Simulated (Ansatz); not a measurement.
# Ir: the cost of one run

Program: Ansatz 0.2.0. Level of theory: DFT PBEsol, scalar-relativistic, plane waves, PAW. These are calculated values, not measurements.

28 further runs of the same task are left out: 1 for a known fault of the program, 27 set aside as unsound or not needed. Runs told in other sessions of the task aren't counted.

**1. The structure to begin with**

The structure is hexagonal, space group P6_3/mmc (No. 194). Conventional cell: a = 2.719 Å, b = 2.719 Å, c = 4.408 Å, α = 90.00°, β = 90.00°, γ = 120.00°. Ir (site symmetry -6m2) is surrounded by 12 Ir at 2.71 to 2.72 Å.

As a file:

```cif
data_structure
_symmetry_space_group_name_H-M 'P 1'
_symmetry_Int_Tables_number 1
_cell_length_a 2.7188
_cell_length_b 2.7188
_cell_length_c 4.4081
_cell_angle_alpha 90.000
_cell_angle_beta 90.000
_cell_angle_gamma 120.000
_cell_volume 28.22
loop_
_atom_site_label
_atom_site_type_symbol
_atom_site_fract_x
_atom_site_fract_y
_atom_site_fract_z
_atom_site_occupancy
Ir1 Ir 0.66667 0.33333 0.75000 1
Ir2 Ir 0.33333 0.66667 0.25000 1
```

It goes back to an entry of the Materials Project, which need not be the stable form.

This cell was relaxed beforehand with the same method: volume 14.11 Å³/atom, gap on the mesh none (metal).

**2. What is varied**

The energy is mapped over volume and a fixed ferromagnetic moment.

First coordinate, volume per atom: 7 values from 11.57 to 16.65 Å³. Second coordinate, total spin moment of the cell, held fixed: 9 values from 0.0 to 1.6 μB.

Nothing else is relaxed (shape and fractional coordinates fixed). Points are written as (first, second).

**3. Point (11.57 Å³, 0.4 μB)**

input.yaml

```yaml
crystal:
  lattice:
    - [2.544812118, 0.0, 0.0]
    - [-1.272406059, 2.203871942, 0.0]
    - [0.0, 0.0, 4.1259244814]
  atoms:
    - { symbol: Ir, position: [0.6666666667, 0.3333333333, 0.75], spin: 0.2 }
    - { symbol: Ir, position: [0.3333333333, 0.6666666667, 0.25], spin: 0.2 }
basis:
  ecutwfc: 420
kpoints:
  mp_grid: { grid: [21, 21, 12] }
hamiltonian:
  xc: pbesol
  pseudopotentials: { kind: paw, azcp: { folder: soft_1 } }
scf:
  occupations: { method: gaussian, width: 0.15 }
  lower_state_search: "off"
output:
  forces: true
  stress: true
  eigenvalues: true
  populations: true
magnetization:
  spin_polarized: true
  initial_magnetization: 0.4
  spin_locking: { lock_magnetization: hard }
```

On the command line:

```bash
$ ansatz run input.yaml --threads 2 --pin off --max-ram 4096MiB --backend cpu --events-out ev --progress --plain --runs-dir out
```

What time and memory should one allow on 2 threads of Arm Neoverse N1, shared host?

About 21 s, with a peak of 0.49 GiB.
